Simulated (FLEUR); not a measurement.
Here is a FLEUR MaX-R8.1 (later development tree) calculation.

Contents of inp.xml:

```xml
<?xml version="1.0" encoding="UTF-8" standalone="no"?>
<fleurInput fleurInputVersion="0.39">
   <comment>
      GdO                                                                                                 
   </comment>
   <calculationSetup>
      <cutoffs Kmax="4.47" Gmax="13.9" GmaxXC="13.9" numbands="0"/>
      <scfLoop itmax="100" minDistance="0.001" maxIterBroyd="50" imix="Anderson" alpha="0.05" precondParam="0.0" spinf="2.0" sdNocoIR="T"/>
      <coreElectrons ctail="T" frcor="F" kcrel="0" coretail_lmax="0"/>
      <xcFunctional name="pbe" relativisticCorrections="F"/>
      <magnetism jspins="2"/>
      <soc l_soc="F" theta="0.0" phi="0.0" spav="F"/>
      <expertModes spex="0" secvar="F"/>
      <geometryOptimization l_f="F" forcealpha="1.0" forcemix="BFGS" epsdisp="0.00001" epsforce="0.00001"/>
      <ldaU l_linMix="F" mixParam="0.05" spinf="1.0"/>
   </calculationSetup>
   <cell>
      <bzIntegration valenceElectrons="24.0" mode="gauss" fermiSmearingEnergy="0.00183747">
         <kPointListSelection listName="default-1"/>
         <!-- k-points included here -->
         <xi:include xmlns:xi="http://www.w3.org/2001/XInclude" href="kpts.xml"> </xi:include>
      </bzIntegration>
      <!-- symmetry operations included here -->
      <xi:include xmlns:xi="http://www.w3.org/2001/XInclude" href="sym.xml"> </xi:include>
      <bulkLattice scale="1.0">
         <bravaisMatrix>
            <row-1>    0.0000000000000000     5.1022605364200002     5.1022605364200002</row-1>
            <row-2>    5.1022605364200002     0.0000000000000000     5.1022605364200002</row-2>
            <row-3>    5.1022605364200002     5.1022605364200002     0.0000000000000000</row-3>
         </bravaisMatrix>
      </bulkLattice>
   </cell>
   <atomSpecies>
      <species name="Gadolinium7.000" element="Gd" atomicNumber="64">
         <mtSphere radius="2.48" gridPoints="819" logIncrement="0.016"/>
         <atomicCutoffs lmax="10" lnonsphr="10"/>
         <electronConfig flipSpins="F">
            <coreConfig>(1s1/2) (2s1/2) (2p1/2) (2p3/2) (3s1/2) (3p1/2) (3p3/2) (4s1/2) (3d3/2) (3d5/2) (4p1/2) (4p3/2) (4d3/2) (4d5/2)</coreConfig>
            <valenceConfig>(5s1/2) (5p1/2) (5p3/2) (6s1/2) (4f5/2) (4f7/2) (5d3/2) (5d5/2)</valenceConfig>
            <stateOccupation state="(4f5/2)" spinUp="2.5" spinDown="0.5"/>
            <stateOccupation state="(4f7/2)" spinUp="4.0" spinDown="0.0"/>
            <stateOccupation state="(5d3/2)" spinUp="0.4" spinDown="0.0"/>
            <stateOccupation state="(5d5/2)" spinUp="0.6" spinDown="0.0"/>
         </electronConfig>
         <energyParameters s="6" p="5" d="5" f="4"/>
         <ldaU l="3" U="5" J="0.7" l_amf="F"/>
         <lo type="SCLO" l="0" n="5" eDeriv="0"/>
         <lo type="HELO" l="1" n="6" eDeriv="0"/>
         <lo type="HELO" l="1" n="6" eDeriv="1"/>
         <lo type="SCLO" l="2" n="5" eDeriv="2"/>
      </species>
      <species name="Oxygen (O)" element="O" atomicNumber="8">
         <mtSphere radius="1.61" gridPoints="533" logIncrement="0.02"/>
         <atomicCutoffs lmax="8" lnonsphr="8"/>
         <electronConfig flipSpins="F">
            <coreConfig>(1s1/2)</coreConfig>
            <valenceConfig>(2s1/2) (2p1/2) (2p3/2)</valenceConfig>
            <stateOccupation state="(2p1/2)" spinUp="0.666667" spinDown="0.666667"/>
            <stateOccupation state="(2p3/2)" spinUp="1.333333" spinDown="1.333333"/>
         </electronConfig>
         <energyParameters s="2" p="2" d="3" f="4"/>
         <lo type="SCLO" l="0" n="2" eDeriv="2"/>
         <lo type="SCLO" l="1" n="2" eDeriv="2"/>
         <lo type="SCLO" l="2" n="3" eDeriv="2"/>
      </species>
   </atomSpecies>
   <atomGroups>
      <atomGroup species="Gadolinium7.000">
         <relPos label="                   1">.0000000000 .0000000000 .0000000000</relPos>
         <force calculate="T" relaxXYZ="TTT"/>
      </atomGroup>
      <atomGroup species="Oxygen (O)">
         <relPos label="                   2">1.000/4.000 1.000/4.000 1.000/4.000</relPos>
         <force calculate="T" relaxXYZ="TTT"/>
      </atomGroup>
   </atomGroups>
   <output dos="F" band="F" slice="F">
      <checks vchk="F" cdinf="F"/>
      <bandDOS minEnergy="-.5*Htr" maxEnergy="0.5*Htr" sigma="0.015" storeEVData="T"/>
      <vacuumDOS vacdos="F" integ="F" star="F" nstars="0" locx1="0.0" locy1="0.0" locx2="0.0" locy2="0.0" nstm="0" tworkf="0.0"/>
      <unfoldingBand unfoldBand="F" supercellX="1" supercellY="1" supercellZ="1"/>
      <plotting iplot="0" polar="F">
         <plot TwoD="T" vec1="  1.0  0.0  0.0" vec2="  0.0  1.0  0.0" vec3="  0.0  0.0  1.0" zero="  0.0  0.0  0.0" file="plot"/>
      </plotting>
      <chargeDensitySlicing numkpt="0" minEigenval="0.0" maxEigenval="0.0" nnne="0" pallst="F"/>
      <specialOutput eonly="F"/>
      <moessbauerParams electricFieldGradient="T" isomerShift="T" coreHyperfine="T" valenceHyperfine="T"/>
      <magneticCircularDichroism mcd="F" energyLo="-10.0" energyUp="0.0"/>
   </output>
  <!-- We include the file relax.xml here to enable relaxations (see documentation) -->
  <xi:include xmlns:xi="http://www.w3.org/2001/XInclude" href="relax.xml"> <xi:fallback/> </xi:include>
</fleurInput>
```

File crystal.txt:

```
GdO
&input cartesian=F /
0.0000000000  2.7000000000  2.7000000000
2.7000000000  0.0000000000  2.7000000000
2.7000000000  2.7000000000  0.0000000000
1.8897261246
1.0 1.0 1.0

2
64 0.0000000000  0.0000000000  0.0000000000 : 7.000
8 0.2500000000  0.2500000000  0.2500000000

&kpt div1=6 div2=6 div3=6 gamma=T /
```

Potentials or basis: all-electron, FLAPW.

The run is started by

```sh
$ inpgen -f crystal.txt -profile fastHighL -nosym
$ # inp.xml edited to the form shown
$ fleur_MPI
```

Task: Estimate the site moments.

Result: Gd +7.21; O +0.01 μB.

Task: Predict the net moment.

Result: 7.89 μB per cell.

Core levels (eV from the Fermi level):
```
atom                                                                                                                                                                                                        levels
1 Gd  1s1/2 -50046.1, 2s1/2 -8253.9, 2p1/2 -7836.5, 2p3/2 -7140.6, 3s1/2 -1826.1, 3p1/2 -1645.3, 3p3/2 -1502.7, 4s1/2 -365.6, 3d3/2 -1190.5, 3d5/2 -1159.5, 4p1/2 -295.3, 4p3/2 -263.5, 4d3/2 -147.7, 4d5/2 -141.9
 2 O                                                                                                                                                                                                  1s1/2 -507.1
```

Caveat: with Gaussian smearing the program prints no entropy term, so the energy of a metal isn't a free energy; the magnetic or orbital state may not be the lowest; spin-orbit coupling is left out, which moves the levels of the heavy elements; a cell with one magnetic atom can't hold antiferromagnetic order, which such compounds often take. The state reached can hang on the start; a lower one may exist.
